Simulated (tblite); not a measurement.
# C5H6AlClO2: the cost of one run

Computed with tblite 0.8.0 and PySCF 2.14.0, with density-fitted response routines of our own, on a single molecule in the gas phase. Atoms are numbered from 0 throughout.

## Step 1: Starting geometry

15 atoms, charge 0, multiplicity 1; geometry from: force field or distance geometry start.

Bonds of the start (Å): C0–C1 1.34, C1–C2 1.50, C2–C3 1.37, C3–Cl4 1.75, C3–O5 1.39, O5–Al6 1.83, Al6–O7 1.83, O7–C8 1.27, C8–C2 1.50, C0–H9 1.08, C0–H10 1.09, C1–H11 1.07, Al6–H12 1.59, Al6–H13 1.60, C8–H14 1.07.

## Step 2: Optimising the geometry with GFN2-xTB

Job settings and geometry (Å):

```
{"job": {"kind": "relax", "xc": "GFN2-xTB", "basis": "xTB"}, "charge": 0, "multiplicity": 1}
C     -2.504900    -1.011600     0.150700
C     -1.787800    -0.163000    -0.590000
C     -0.331800     0.079600    -0.315700
C      0.175200     1.329900    -0.566000
Cl    -0.836700     2.638100    -1.141700
O      1.515600     1.648600    -0.355500
Al     2.652900     0.544200     0.563700
O      1.711700    -1.024000     0.495600
C      0.498300    -1.089900     0.126600
H     -2.097100    -1.545600     0.996900
H     -3.566000    -1.148600    -0.075500
H     -2.288200     0.367800    -1.372900
H      4.064100     0.415200    -0.146900
H      2.759600     1.024900     2.082400
H      0.030600    -2.057400     0.126200
```

The run is started by

```sh
$ OMP_NUM_THREADS=1 python probes_run.py task.json out
```

One launch serves the whole session: the jobs run in the order shown.

**Question.** How long does this first job take on 1 thread of Arm Neoverse N1, shared host, and how much memory does it need?

About 1.2 s, with a peak of 0.18 GiB.
